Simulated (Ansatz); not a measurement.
# ClH2OSSi radical: up Jacob's ladder to CCSD(T)

Aim: compute ClH2OSSi radical with functionals from several rungs and with coupled cluster, and see how far each lands from CCSD(T) at the basis-set limit for the atomisation energy.

Program: Ansatz 0.2.0, Gaussian basis. Level of theory: functionals in def2-TZVPP, the program's frozen cores in correlated methods. These are calculated values, not measurements.

Levels to be run: LDA (SPW92), PBE-D4, revPBE-D4, BLYP-D4, r2SCAN-D4, B97M-V, PBE0-D4, B3LYP-D4, r2SCANh-D4, r2SCAN0-D4, HSE06-D4, BHLYP-D4, CAM-B3LYP-D4, LC-ωPBE, ωB97X-V, ωB97M-V, B2PLYP, PBE-QIDH; CCSD(T)/def2-SVP; CCSD(T)/def2-TZVPP; MP2/def2-QZVPP; extrapolation to the limit; RPA on PBE.

## (1) The relaxed structure

All runs share one geometry, relaxed beforehand with PBE0-D4 in a triple-zeta def2 set.

SMILES `O[SiH]([S])Cl`, 6 atoms, charge 0, spin multiplicity 2.

Atoms are counted from 1 here; the program's logs count them from 0.

Bond lengths: O1–Si2 1.627 Å, O1–H5 0.960 Å, Si2–S3 2.113 Å, Si2–Cl4 2.054 Å, Si2–H6 1.471 Å. Angles: Si2–O1–H5 117.9°, O1–Si2–S3 113.5°, O1–Si2–Cl4 112.7°, O1–Si2–H6 105.3°, S3–Si2–Cl4 101.4°, S3–Si2–H6 115.0°, Cl4–Si2–H6 109.2°.

## (2) LDA

This LDA is Slater exchange with PW92 correlation.

Contents of in.yaml:

```yaml
crystal:
  periodic: [false, false, false]
  atoms:
    - {symbol: O, position_ang: [-1.095110, 0.265840, -0.773168]}
    - {symbol: Si, position_ang: [0.366332, 0.061960, -0.087040]}
    - {symbol: S, position_ang: [0.499569, 0.863927, 1.863232]}
    - {symbol: Cl, position_ang: [0.813211, -1.913404, 0.256287]}
    - {symbol: H, position_ang: [-1.870183, 0.042250, -0.252723]}
    - {symbol: H, position_ang: [1.328181, 0.615327, -1.052687]}
basis:
  gaussian: {orbitals: def2-TZVPP}
magnetization: {spin_polarized: true, initial_magnetization: 1}
hamiltonian: {xc: lda}
output: {orbitals: {seedname: orbitals}}
```

The run is started by

```
$ ansatz run in.yaml --threads 4 --pin off --events-out ev --progress --plain --max-ram 10444MiB
```

Further steps of the session: PBE-D4 (GGA); revPBE-D4 (GGA); BLYP-D4 (GGA); r2SCAN-D4 (meta-GGA); B97M-V (meta-GGA); B3LYP-D4 (hybrid); r2SCANh-D4 (hybrid); r2SCAN0-D4 (hybrid); HSE06-D4 (hybrid); BHLYP-D4 (hybrid); CAM-B3LYP-D4 (range-separated); LC-ωPBE (range-separated); ωB97X-V (range-separated); ωB97M-V (range-separated); B2PLYP (double hybrid); PBE-QIDH (double hybrid); CCSD(T) in def2-SVP; CCSD(T) in def2-TZVPP; MP2 in def2-QZVPP; RPA on PBE orbitals.

Before running them: what should the planned runs give, taken together? Wanted: atomisation energy, CCSD(T)/CBS; farthest beyond LDA; mean size of error, GGA; mean size of error, meta-GGA; mean size of error, hybrid; mean size of error, range-separated; mean size of error, double hybrid; gap, smallest and largest; T1 diagnostic.

The runs gave:

| quantity | value |
| --- | --- |
| atomisation energy, CCSD(T)/CBS | 1983.1 kJ/mol |
| functionals within 9.9 kJ/mol (0.5 %) | r2SCANh-D4, ωB97X-V, ωB97M-V |
| farthest beyond LDA | BHLYP-D4 (-83.8 kJ/mol) |
| mean size of error, GGA | 26.2 kJ/mol |
| mean size of error, meta-GGA | 15.7 kJ/mol |
| mean size of error, hybrid | 29.7 kJ/mol |
| mean size of error, range-separated | 16.1 kJ/mol |
| mean size of error, double hybrid | 35.2 kJ/mol |
| gap, smallest and largest | 0.18 eV (LDA (SPW92)), 8.34 eV (LC-ωPBE) |
| T1 diagnostic | 0.0127 |
| triples share of the correlation energy | 3.9 % |

**Reading.** LDA overbinds by 296.1 kJ/mol (15 %). PBE-D4 misses by +23.5 kJ/mol. Double hybrids carry the basis error of their MP2 part in triple zeta, and no dispersion term here, so their miss is partly the set-up's. By mean error the best rung here is meta-GGA (15.7 kJ/mol) and the worst beyond LDA is double hybrid (35.2 kJ/mol). hybrid functionals lie within the reference's doubt of that worst mean (29.7 kJ/mol), so those two tie. The gap between the best rungs is small, so their order is not settled. Misses under about 9.9 kJ/mol are within the doubt on the reference itself, which lacks core-valence correlation, relativity and higher excitations. Hartree-Fock recovers 71 % of the binding; the rest is correlation. CCSD(T) in def2-SVP is off by -213.0 kJ/mol, so the small basis spoils what the method gains. Orbital gaps span 0.2 to 8.3 eV; exact exchange widens them.
